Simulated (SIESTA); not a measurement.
**NaTi2O3 under changes of volume**

One of the cells (10.738 Å³/atom); the others are scaled copies at fixed shape and fractional positions:

```
Ti Na O
1.0
     3.07788    0.00000    0.00000
    -1.53894    2.66552    0.00000
     0.00000    0.00000    7.85301
Ti Na O
2 1 3
Direct
  0.66667 0.33333 0.85188
  0.33333 0.66667 0.14813
  0.00000 0.00000 0.50000
  0.66667 0.33333 0.29437
  0.00000 0.00000 0.00000
  0.33333 0.66667 0.70563
```

The cell comes from a database or a generator and needn't be the stable form of this composition.

- Program: SIESTA 5.4.2
- Functional: PBEsol
- Potentials or basis: PseudoDojo 0.4 standard (PBEsol files)
- Basis: DZP (energy shift 0.003 Ry; two zetas on semicore shells)
- Grid cutoff: 800 Ry
- Energy shift: 0.003 Ry
- k mesh: 10 × 10 × 4
- Occupations: fermi-dirac, width 0.05 eV
- Spin: no spin polarisation

```csv
volume (Å³/atom),energy over the lowest point (meV/atom),pressure (GPa),largest force (eV/Å)
9.896,?,?,?
10.106,0.00,2.1,0.149
10.317,0.01,-1.9,0.044
10.738,14.47,-8.8,0.384
10.948,27.96,-11.7,0.536
11.159,45.02,-14.2,0.674
```

Problem. What does the run at 9.896 Å³/atom give?

Solution. Energy over the lowest point 5.63 meV/atom; pressure 6.6 GPa; largest force 0.357 eV/Å.

Worked out: A Birch-Murnaghan fit of order 3 (a polynomial in V^(-2/3)) to the other rows has its minimum at 10.21 Å³/atom with B0 = V·E''(V) = 195 GPa and B' = 4.5 at fixed shape and positions, which overstates the stiffness. It gives 5.60 meV/atom at 9.896 Å³/atom, against the run's 5.63, and -dE/dV = 6.6 GPa, against 6.6.

Energies are extrapolated to zero smearing.

Caveats: the basis of atomic orbitals isn't converged, which shifts pressures, moduli and gaps; an odd number of electrons without spin polarisation forces a metal; a magnetic or distorted state may lie lower.
